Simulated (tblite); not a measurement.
# CH6FGeOSi: the cost of one run

Programs: tblite 0.8.0 and PySCF 2.14.0. All values are calculated, for the isolated system unless a continuum is named. Atoms count from 0, parts from 1.

## 1. Starting point

11 atoms, charge 0, multiplicity 2; geometry: distance geometry start.

## 2. Relaxing the cluster with GFN2-xTB

What the job is given:

```
{"job": {"kind": "relax", "xc": "GFN2-xTB", "basis": "xTB"}, "charge": 0, "multiplicity": 2}
C     -0.217519    -0.905685    -0.575085
O      0.174366    -0.571703     0.703011
Si     0.736061     1.058433     1.187099
Ge     1.087861    -1.824909    -1.655859
F     -0.975552    -0.049080    -1.180182
H      0.444105     1.974433     0.145259
H      2.153827     1.036343     1.409815
H      0.069638     1.452764     2.357767
H      0.517487    -2.039682    -3.033456
H      1.404240    -3.174081    -1.030253
H      2.323253    -0.985477    -1.752654
```

Level: GFN2-xTB geometry optimisation, gas phase.

Started as:

```console
$ OMP_NUM_THREADS=1 python cluster_run.py task.json out
```

This one command runs all jobs of the session in turn.

Q: Estimate the wall time of this first job on 1 thread of Arm Neoverse V1, shared host.

About 2.6 s.
